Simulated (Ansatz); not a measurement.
# CuSnF6: the cost of one run

Method: DFT r²SCAN+U (U_eff = 1 eV on Cu d), plane waves, PAW, in Ansatz 0.2.0.

**1. The starting structure**

The structure is triclinic, space group P-1 (No. 2). The conventional cell has a = 5.105 Å, b = 5.169 Å, c = 5.435 Å, α = 62.46°, β = 89.83°, γ = 61.62°. Around Cu (site symmetry -1) lie 6 F at 1.94 to 2.17 Å. Sn (site symmetry -1) is surrounded by 6 F at 1.93 to 1.98 Å. F (site symmetry 1) has 1 Cu at 1.95 Å and 1 Sn at 1.97 Å in its first shell of neighbours. F (site symmetry 1) has 1 Sn at 1.93 Å and 1 Cu at 2.17 Å in its first shell of neighbours. F (site symmetry 1) is surrounded by 1 Cu at 1.94 Å and 1 Sn at 1.98 Å.

Cell or atoms stand a little off a more symmetric structure (R-3 at a tolerance of 0.3 Å), so results at this geometry aren't those of that ideal crystal.

Coordinates:

```cif
data_structure
_symmetry_space_group_name_H-M 'P 1'
_symmetry_Int_Tables_number 1
_cell_length_a 5.1050
_cell_length_b 5.1694
_cell_length_c 5.4349
_cell_angle_alpha 62.464
_cell_angle_beta 89.831
_cell_angle_gamma 61.623
_cell_volume 107.49
loop_
_atom_site_label
_atom_site_type_symbol
_atom_site_fract_x
_atom_site_fract_y
_atom_site_fract_z
_atom_site_occupancy
Cu1 Cu 0.00000 0.00000 0.00000 1
Sn1 Sn 0.50000 0.00000 0.50000 1
F1 F 0.24700 0.12300 0.74800 1
F2 F 0.75300 0.87700 0.25200 1
F3 F 0.61000 0.52900 0.73700 1
F4 F 0.39000 0.47100 0.26300 1
F5 F 0.13300 0.11400 0.25000 1
F6 F 0.86700 0.88600 0.75000 1
```

Magnetic order typed: ferromagnetic.

An earlier series on this cell reached its lowest free state from «natural orbitals of the symmetric run, filled by rank», perhaps among other starts.

**2. From atoms, default search**

Input file input.yaml:

```yaml
crystal:
  lattice:
    - [5.10500033, 0.0, 0.0]
    - [2.45680522, 4.54821919, 0.0]
    - [0.01600588, 2.84709021, 4.62943588]
  atoms:
    - { symbol: Cu, position: [0.0, 0.0, 0.0], spin: 1.0 }
    - { symbol: Sn, position: [0.5, 0.0, 0.5] }
    - { symbol: F, position: [0.247, 0.123, 0.748] }
    - { symbol: F, position: [0.753, 0.877, 0.252] }
    - { symbol: F, position: [0.61, 0.529, 0.737] }
    - { symbol: F, position: [0.39, 0.471, 0.263] }
    - { symbol: F, position: [0.133, 0.114, 0.25] }
    - { symbol: F, position: [0.867, 0.886, 0.75] }
basis:
  ecutwfc: 500
  ecutrho_ratio: 4
kpoints:
  mp_grid: { grid: [5, 5, 4] }
hamiltonian:
  xc: r2scan
  hubbard: { sites: [{ site: 0, l: d, u_eff: 1.0 }] }
scf:
  occupations: { method: gaussian, width: 0.05 }
output:
  forces: true
  stress: true
  eigenvalues: true
  populations: true
  hubbard: { sites: [{ site: 0, l: d }] }
  write_density: true
  write_potential: true
  elf: true
  volumetric_format: npy
magnetization:
  spin_polarized: true
```

Run with:

```console
$ ansatz run input.yaml --threads 8 --pin off --max-ram 12288MiB --backend cpu --events-out ev --progress --plain --runs-dir out
```

What time and memory should one allow on 8 threads of Arm Neoverse V2, shared host?

About 23 s, with a peak of 1.3 GiB.
